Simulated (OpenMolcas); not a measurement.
**Ta⁴⁺ among point charges: CASSCF and CASPT2 levels and susceptibility**

Aim: the splitting of the states of Ta⁴⁺ in the field of 4 point charges, its lowest levels with spin-orbit coupling and its magnetic susceptibility.

The numbers are computed with OpenMolcas 26.06 (state-averaged CASSCF and CASPT2, spin-orbit coupling by RASSI with atomic mean-field integrals), except any that are marked as measured or tabulated.

**1. What is computed**

```
Species                           : Ta⁴⁺ (tantalum, Z = 73, 69 electrons)
Basis                             : ANO-RCC-VTZP [8s7p5d3f2g1h], 104 functions
Scalar Hamiltonian                : DKH2, point nucleus
Inactive shells                   : 1s 2s 2p 3s 3p 3d 4s 4p 4d 4f 5s 5p
Active space                      : 1 electron in 5 orbitals (5d)
Some configurations of this space : 5d
Orbitals                          : optimised for each spin and parity, averaged over all roots
```

The outer shells:

5d
```
5d [↑ ][  ][  ][  ][  ]
```

The ion sits among 4 point charges of -1.5 e arranged as a tetrahedron (Td), 1.89 Å from the ion.

The work runs as a chain of OpenMolcas steps in one folder; each step below is one input file. Labels, J, g values, rates, χT and fits are worked out afterwards by a script from the matrices that RASSI stores.

**2. GATEWAY and SEWARD: basis and integrals**

Input file a.inp:

```
&GATEWAY
Coord
1

Ta 0.0 0.0 0.0
Basis=ANO-RCC-VTZP
Group=NoSym
NoMove
AngMom=0.0 0.0 0.0
AMFI
XField
4 Angstrom 0
1.091192 1.091192 1.091192 -1.500000
1.091192 -1.091192 -1.091192 -1.500000
-1.091192 1.091192 -1.091192 -1.500000
-1.091192 -1.091192 1.091192 -1.500000
&SEWARD
```

The run is started by

```bash
$ OMP_NUM_THREADS=1 MOLCAS_MEM=1689 MOLCAS_PROJECT=a pymolcas a.inp > a.log
```

**3. CASSCF: doublets, 5 roots**

Input file a.inp:

```
&RASSCF
FileOrb=start.orb
Symmetry=1
Spin=2
nActEl=1 0 0
Inactive=34
Ras2=5
CIRoot=5 5 1
SDav=5
CIMx=300
Iter=120 100
PrWF=0.3
OrbListing=Nothing
MaxOrb=0
>>> COPY $Project.JobIph JOB001
```

start.orb holds the contracted functions of the basis, ordered by shell, or the orbitals of the step before.

**4. RASSI: spin-orbit coupling between the states**

Input file a.inp:

```
&RASSI
NrOfJobIphs=1 5
1 2 3 4 5
IphNames
JOB001
EJob
SpinOrbit
DIPRint=1.0
SOCoupling=1000.0
Subsets=2
Property=9
'ANGMOM' 1 'ANGMOM' 2 'ANGMOM' 3 'MLTPL  1' 1 'MLTPL  1' 2 'MLTPL  1' 3
'AMFI' 1 'AMFI' 2 'AMFI' 3
SOProperty=3
'ANGMOM' 1 'ANGMOM' 2 'ANGMOM' 3
```

**5. CASPT2: IPEA 0.25, imaginary shift 0.1 (closed shells correlated: 4f 5s 5p)**

Input file a.inp:

```
>>> COPY JOB001 $Project.JobIph
&CASPT2
Multistate=5 1 2 3 4 5
NoMult
Frozen=23
IPEA=0.25
Imaginary=0.1
MaxIter=60
WThr=0.0 0.3 0.05
PrWF=0.5
NoMix
```

(Steps that only read results are left out.)

What does the calculation give? Wanted: spin-free ground state; first state of the same spin within the active space; lowest level; next level.

The runs gave:

| quantity | value |
| --- | --- |
| method | SS-CASPT2, IPEA 0.25, imaginary shift 0.1 (closed shells correlated: 4f 5s 5p) |
| spin-free ground state | 2E, 2-fold in its orbital part |
| first state of the same spin within the active space | 2T2 at 5040 cm⁻¹ |
| lowest level | 4-fold Γ8 |
| next level | 7396.4 cm⁻¹ |
| χT at 300 K | 0.19 cm³ K/mol |
| effective moment at 300 K | 1.25 μB |

Cost by method:

```csv
method,time of its own steps,time with the reference
A. CASSCF,7.3 s,7.3 s
"B. SS-CASPT2, IPEA 0.25, imaginary shift 0.1, +4f 5s 5p",7.7 s,15 s
```

Times are of one thread on a shared host.

**Reading.** The spin-free ground state (2E) comes to 100 % from free-ion D terms and keeps the highest spin of the shell. χT at 300 K is 0.19, against 0.38 cm³ K/mol for the spin alone, so orbital moment lowers it. A ligand-field fit to the states below 45000 cm-1 gives 10Dq = -5043 cm-1, the gap between the two states. CASPT2 does not keep the components of a term degenerate, and the means are used. An orbital doublet at a regular site is open to a Jahn-Teller distortion, which this geometry leaves out. The field of point charges can differ much from that of real complexes. Point charges carry no covalency, so the field is a model and not that of real ligands.
